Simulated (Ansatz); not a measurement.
# WCH₂+ (sextet): the correlation ladder at a displaced geometry (v1), def2-SVP

An exercise on one series of results from a longer session: the logs are not shown, and one member is left open.

Method: def2-SVP, core rule «outside noble gas», up to 5 orbitals frozen; program: Ansatz 0.2.0, Gaussian basis.

Plan: UHF; CCSD(T) on ROHF; CCSD(T) on UHF; CISD as a restricted active space (open shells left free, so some higher excitations enter); CCSDT(Q) on ROHF; CCSDT(Q) on UHF.

14 further runs of the same task are left out: 4 that didn't finish, 10 set aside as unsound or not needed. Runs told in other sessions of the task aren't counted.

**What is computed**

The geometry is a PBE0/def2-TZVP stationary point (not a proven minimum) with its atoms shifted at random (size 0.040 Å). No spin-orbit coupling is included. Elements past krypton take def2 core potentials.

4 atoms, charge 1, spin multiplicity 6.

Atoms are counted from 1 here; the program's logs count them from 0.

Bond lengths: W1–C2 2.023 Å, C2–H3 1.071 Å, C2–H4 1.099 Å. Angles: W1–C2–H3 127.0°, W1–C2–H4 123.1°, H3–C2–H4 109.8°.

Set-up of the first run:

Input file in.yaml:

```yaml
crystal:
  periodic: [false, false, false]
  atoms:
    - {symbol: W, position_ang: [0.000094, 0.000860, 0.149769]}
    - {symbol: C, position_ang: [-0.000739, -0.015283, -1.873390]}
    - {symbol: H, position_ang: [0.047225, -0.873527, -2.511456]}
    - {symbol: H, position_ang: [-0.055552, 0.898767, -2.481652]}
basis:
  gaussian: {orbitals: def2-SVP}
total_charge: 1
magnetization: {spin_polarized: true, initial_magnetization: 5}
hamiltonian: {xc: hf}
output: {orbitals: {seedname: orbitals}}
```

The run is started by

```console
ansatz run in.yaml --threads 1 --pin off --events-out ev --progress --plain --max-ram 2393MiB
```

Steps of the session up to this table: UHF; CCSD(T) on ROHF; CCSD(T) on UHF; CISD as a restricted active space (open shells left free, so some higher excitations enter); CCSDT(Q) on ROHF; CCSDT(Q) on UHF.

One of the session's tables, all rows but one given; the rest of the session is left out.

```
   method  from RCCSDT(Q) (meV)
     ROHF               +6002.4
      UHF               +5835.2
     RMP2                +879.7
     UMP2                +796.1
    RCCSD                +220.1
    UCCSD                +127.6
 RCCSD(T)                 +34.0
 UCCSD(T)                 -57.4
   RCCSDT                 +10.8
   UCCSDT                     ?
RCCSDT(Q)                     0
UCCSDT(Q)                 -92.4
```

Q: Estimate the row for UCCSDT from the others.

The run gave: from RCCSDT(Q) (meV): -80.5. In the column «from RCCSDT(Q) (meV)» it lies between UCCSDT(Q) (-92.4) and UCCSD(T) (-57.4).

Not comparable, so not listed: CISD as a restricted active space (open shells left free, so some higher excitations enter) (they don't share determinant, frozen orbitals or solution with the rows shown, or repeat one).

To keep in mind: Restricted and unrestricted rows rest on different reference determinants; a gap between their highest levels can come from leftover correlation error, from unlike frozen cores or from another state.
